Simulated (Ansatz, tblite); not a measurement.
**Trans-ZnCl2(NH3)4 (Cl2H12N4Zn): rung by rung**

An exercise on one series of results from a longer session: the logs are not shown, and one member is left open.

Method: as each input shows; program: Ansatz 0.2.0, Gaussian basis.

Plan: GFN1-xTB, GFN2-xTB, PBE-D4/def2-TZVP, r2SCAN-D4/def2-TZVP, ωB97M-V/def2-TZVP, B2PLYP/def2-TZVP, LC-ωPBE/def2-TZVP, PBE-D4/def2-SVP, PBE0-D4/def2-SVP, MP2/def2-TZVP, RPA/def2-TZVP.

2 further runs of the same task are left out: 2 set aside as unsound or not needed. Runs told in other sessions of the task aren't counted.

## The relaxed structure

The singlet was relaxed beforehand with PBE0-D4/def2-SVP.

19 atoms, charge 0, spin multiplicity 1.

Bond lengths: Cl1–Zn7 2.405 Å, Cl2–Zn7 2.404 Å, N3–Zn7 2.216 Å, N3–H8 1.018 Å, N3–H9 1.024 Å, N3–H10 1.018 Å, N4–Zn7 2.215 Å, N4–H11 1.018 Å, N4–H12 1.018 Å, N4–H13 1.024 Å, N5–Zn7 2.214 Å, N5–H14 1.018 Å, N5–H15 1.024 Å, N5–H16 1.018 Å, N6–Zn7 2.214 Å, N6–H17 1.018 Å, N6–H18 1.018 Å, N6–H19 1.024 Å. Angles: Zn7–N3–H8 116.7°, Zn7–N3–H9 96.9°, Zn7–N3–H10 117.0°, H8–N3–H9 109.7°, H8–N3–H10 106.7°, H9–N3–H10 109.3°, Zn7–N4–H11 117.0°, Zn7–N4–H12 117.1°, Zn7–N4–H13 96.4°, H11–N4–H12 106.7°, H11–N4–H13 109.5°, H12–N4–H13 109.4°, Zn7–N5–H14 116.7°, Zn7–N5–H15 97.1°, Zn7–N5–H16 116.8°, H14–N5–H15 109.5°, H14–N5–H16 106.7°, H15–N5–H16 109.5° and more.

As a file:

```xyz
19
Cl2H12N4Zn
Cl   -0.3283    0.1355    2.3774
Cl    0.3375   -0.1274   -2.3774
N     2.2109   -0.0319    0.0934
N    -2.2163    0.0308   -0.0797
N     0.0183    2.2100    0.0918
N    -0.0180   -2.2130   -0.1060
Zn   -0.0027   -0.0016   -0.0010
H     2.6621    0.7812    0.5073
H     2.3766   -0.0414   -0.9168
H     2.6440   -0.8521    0.5128
H    -2.6777   -0.7913   -0.4633
H    -2.6526    0.8414   -0.5141
H    -2.3663    0.0660    0.9327
H     0.8853    2.6703   -0.1774
H    -0.1136    2.2955    1.1034
H    -0.7337    2.6966   -0.3916
H    -0.8924   -2.6810    0.1228
H     0.7176   -2.7024    0.3994
H     0.1494   -2.2853   -1.1136
```

PBE0-D4/def2-TZVP was run before; its log isn't repeated, and its numbers join the tables.

The first run:

Tight binding, by tblite at 300 K electronic temperature and without a spin-polarisation term:

```python
tblite.interface.Calculator('GFN1-xTB', numbers, positions, charge=0, uhf=0).singlepoint()
```

Tight binding, by tblite at 300 K electronic temperature and without a spin-polarisation term:

```python
tblite.interface.Calculator('GFN2-xTB', numbers, positions, charge=0, uhf=0).singlepoint()
```

start.molden holds the orbitals of an earlier run on this state, given as this run's starting guess.

in.yaml

```yaml
crystal:
  periodic: [false, false, false]
  atoms:
    - {symbol: Cl, position_ang: [-0.328251, 0.135460, 2.377442]}
    - {symbol: Cl, position_ang: [0.337486, -0.127397, -2.377434]}
    - {symbol: N, position_ang: [2.210855, -0.031926, 0.093447]}
    - {symbol: N, position_ang: [-2.216265, 0.030818, -0.079729]}
    - {symbol: N, position_ang: [0.018322, 2.210026, 0.091780]}
    - {symbol: N, position_ang: [-0.018011, -2.212968, -0.106019]}
    - {symbol: Zn, position_ang: [-0.002705, -0.001613, -0.000987]}
    - {symbol: H, position_ang: [2.662072, 0.781235, 0.507251]}
    - {symbol: H, position_ang: [2.376577, -0.041369, -0.916838]}
    - {symbol: H, position_ang: [2.643982, -0.852084, 0.512754]}
    - {symbol: H, position_ang: [-2.677734, -0.791317, -0.463339]}
    - {symbol: H, position_ang: [-2.652632, 0.841403, -0.514050]}
    - {symbol: H, position_ang: [-2.366324, 0.065971, 0.932695]}
    - {symbol: H, position_ang: [0.885345, 2.670318, -0.177363]}
    - {symbol: H, position_ang: [-0.113564, 2.295494, 1.103376]}
    - {symbol: H, position_ang: [-0.733739, 2.696637, -0.391629]}
    - {symbol: H, position_ang: [-0.892406, -2.681022, 0.122848]}
    - {symbol: H, position_ang: [0.717608, -2.702399, 0.399385]}
    - {symbol: H, position_ang: [0.149385, -2.285256, -1.113600]}
basis:
  gaussian: {orbitals: def2-TZVP, initial_orbitals: start.molden}
hamiltonian: {xc: pbe, dispersion: d4}
scf: {omitted_lower_state_checks: [starts]}
output: {forces: true, orbitals: {seedname: orbitals}}
```

Launch:

```console
$ ansatz run in.yaml --threads 4 --pin off --events-out ev --progress --plain --max-ram 4787MiB
```

Steps of the session up to this table: PBE-D4/def2-TZVP; r2SCAN-D4/def2-TZVP; ωB97M-V/def2-TZVP; B2PLYP/def2-TZVP; LC-ωPBE/def2-TZVP; PBE-D4/def2-SVP; PBE0-D4/def2-SVP; MP2/def2-TZVP; RPA/def2-TZVP.

One table of the session follows, with a row left open; its other results are not shown here.

It belongs to the step «Binding energy». 

```
              level  binding an atom (eV)
       HF/def2-TZVP                 2.182
    PBE-D4/def2-SVP                 3.251
   PBE-D4/def2-TZVP                 3.223
r2SCAN-D4/def2-TZVP                 3.173
   PBE0-D4/def2-SVP                 3.196
  PBE0-D4/def2-TZVP                 3.169
  LC-ωPBE/def2-TZVP                     ?
  ωB97M-V/def2-TZVP                 3.209
      MP2/def2-TZVP                 3.062
```

**Question.** Estimate the row for LC-ωPBE/def2-TZVP.

The run gave: binding an atom (eV): 3.153. In the column «binding an atom (eV)» it lies between MP2/def2-TZVP (3.062) and PBE0-D4/def2-TZVP (3.169).

Caveats from the session: Free atoms were run apart at each level; binding is atoms less cluster, divided by the number of atoms, without zero-point or spin-orbit terms.
